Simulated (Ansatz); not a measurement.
Input of an Ansatz 0.2.0 run:

input.yaml

```yaml
crystal:
  lattice:
    - [3.11468, 0.0, 0.0]
    - [0.0, 3.11468, 0.0]
    - [0.0, 0.0, 3.11468]
  atoms:
    - { symbol: Sb, position: [0.5, 0.5, 0.5] }
    - { symbol: C, position: [0.0, 0.0, 0.0] }
hamiltonian:
  xc: pbesol
  pseudopotentials: { kind: paw }
  dispersion: d4
kpoints:
  mp_grid: { grid: [9, 9, 9] }
scf:
  occupations: { method: fermi_dirac, width: 0.05 }
output:
  forces: true
  stress: true
  eigenvalues: true
relax:
  f_tol: 0.01
  max_steps: 40
  cell: { stress_tol: 0.05 }
```

Potentials or basis: Ansatz PAW.

Run with:

```bash
$ ansatz run input.yaml --threads 2 --pin off --max-ram 5632MiB --backend cpu --events-out ev --progress --plain --runs-dir out
```

What does it give for the relaxed cell?

a = 3.043 Å, b = 3.043 Å, c = 3.043 Å, α = 90.00°, β = 90.00°, γ = 90.00°.

Estimate the relaxed volume.

14.08 Å³/atom.

Estimate the band gap on the k mesh.

none (metal or under the smearing width).

Predict the space group after relaxing (to 0.05 Å).

Pm-3m (No. 221).

Final structure:
```
Sb C
1.0
     3.04254    0.00000    0.00000
     0.00000    3.04254    0.00000
     0.00000    0.00000    3.04254
Sb C
1 1
Direct
  0.50000 0.50000 0.50000
  0.00000 0.00000 0.00000
```

Caveat: pairwise dispersion overbinds metals, which lowers pressure and volume; the PAW data sets come from PBE, with cores solved anew for the run's functional, which leaves a small shift of forces and pressure. Spin-orbit coupling is left out, which matters for the levels of Sb.
